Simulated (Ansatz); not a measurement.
# CH₈BFSi₂: one species, many methods

An exercise on one series of results from a longer session: the logs are not shown, and one member is left open.

Computed with Ansatz 0.2.0, Gaussian basis. Level: functionals in def2-TZVPP, the program's frozen cores in correlated methods.

The runs, in order: PBE-D4, r2SCAN-D4, PBE0-D4, B3LYP-D4, ωB97X-V, ωB97M-V, B2PLYP; CCSD(T)/def2-TZVPP; MP2/def2-QZVPP; extrapolation to the limit.

## The relaxed structure

An earlier PBE0-D4 in a triple-zeta def2 set relaxation fixed the geometry.

13 atoms, charge 0, spin multiplicity 1.

Atoms are counted from 1 here; the program's logs count them from 0.

Bond lengths: B1–Si2 2.021 Å, B1–H6 1.199 Å, B1–H7 1.195 Å, Si2–Si3 2.344 Å, Si2–H8 1.489 Å, Si2–H9 1.490 Å, Si3–C4 1.915 Å, Si3–H10 1.488 Å, Si3–H11 1.488 Å, C4–F5 1.443 Å, C4–H12 1.091 Å, C4–H13 1.090 Å. Angles: Si2–B1–H6 115.8°, Si2–B1–H7 120.6°, H6–B1–H7 117.9°, B1–Si2–Si3 96.3°, B1–Si2–H8 117.9°, B1–Si2–H9 114.9°, Si3–Si2–H8 109.4°, Si3–Si2–H9 109.0°, H8–Si2–H9 108.3°, Si2–Si3–C4 97.7°, Si2–Si3–H10 118.1°, Si2–Si3–H11 116.1°, C4–Si3–H10 106.5°, C4–Si3–H11 108.4°, H10–Si3–H11 108.7°, Si3–C4–F5 107.7°, Si3–C4–H12 112.7°, Si3–C4–H13 116.2° and more.

The first run:

in.yaml reads:

```yaml
crystal:
  periodic: [false, false, false]
  atoms:
    - {symbol: B, position_ang: [-1.525619, 0.877995, 0.060950]}
    - {symbol: Si, position_ang: [-0.921605, -0.721725, 1.137299]}
    - {symbol: Si, position_ang: [1.172326, -0.948427, 0.107816]}
    - {symbol: C, position_ang: [1.061341, 0.579281, -1.041229]}
    - {symbol: F, position_ang: [-0.332414, 0.801582, -1.340316]}
    - {symbol: H, position_ang: [-1.199758, 1.949038, 0.490910]}
    - {symbol: H, position_ang: [-2.510808, 0.822014, -0.612638]}
    - {symbol: H, position_ang: [-1.686344, -1.990841, 0.989432]}
    - {symbol: H, position_ang: [-0.722885, -0.462365, 2.590789]}
    - {symbol: H, position_ang: [2.387951, -0.759487, 0.944589]}
    - {symbol: H, position_ang: [1.358563, -2.158729, -0.737134]}
    - {symbol: H, position_ang: [1.405131, 1.495182, -0.557657]}
    - {symbol: H, position_ang: [1.534719, 0.481684, -2.017809]}
basis:
  gaussian: {orbitals: def2-TZVPP}
hamiltonian: {xc: pbe, dispersion: d4}
output: {forces: true, orbitals: {seedname: orbitals}}
```

The run is started by

```
ansatz run in.yaml --threads 4 --pin off --events-out ev --progress --plain --max-ram 10444MiB
```

Among the steps run: PBE-D4 (GGA); r2SCAN-D4 (meta-GGA); PBE0-D4 (hybrid); B3LYP-D4 (hybrid); ωB97X-V (range-separated); ωB97M-V (range-separated); B2PLYP (double hybrid); CCSD(T) in def2-TZVPP; MP2 in def2-QZVPP.

One table of the session follows, with a row left open; its other results are not shown here.

| method | atomisation energy (kcal/mol) |
| --- | --- |
| PBE-D4 | 1015.7 |
| r2SCAN-D4 | 1012.9 |
| PBE0-D4 | 1005.6 |
| B3LYP-D4 | 1008.9 |
| ωB97X-V | 1015.6 |
| ωB97M-V | ? |
| B2PLYP | 994.5 |
| HF/def2-TZVPP | 758.0 |
| MP2/def2-TZVPP | 985.6 |
| CCSD/def2-TZVPP | 970.4 |
| CCSD(T)/def2-TZVPP | 982.4 |
| MP2/CBS | 1009.5 |
| CCSD(T)/CBS | 1006.3 |

**Question.** Estimate the row for ωB97M-V.

As computed: atomisation energy (kcal/mol): 1010.8. In the column «atomisation energy (kcal/mol)» it lies between MP2/CBS (1009.5) and r2SCAN-D4 (1012.9).
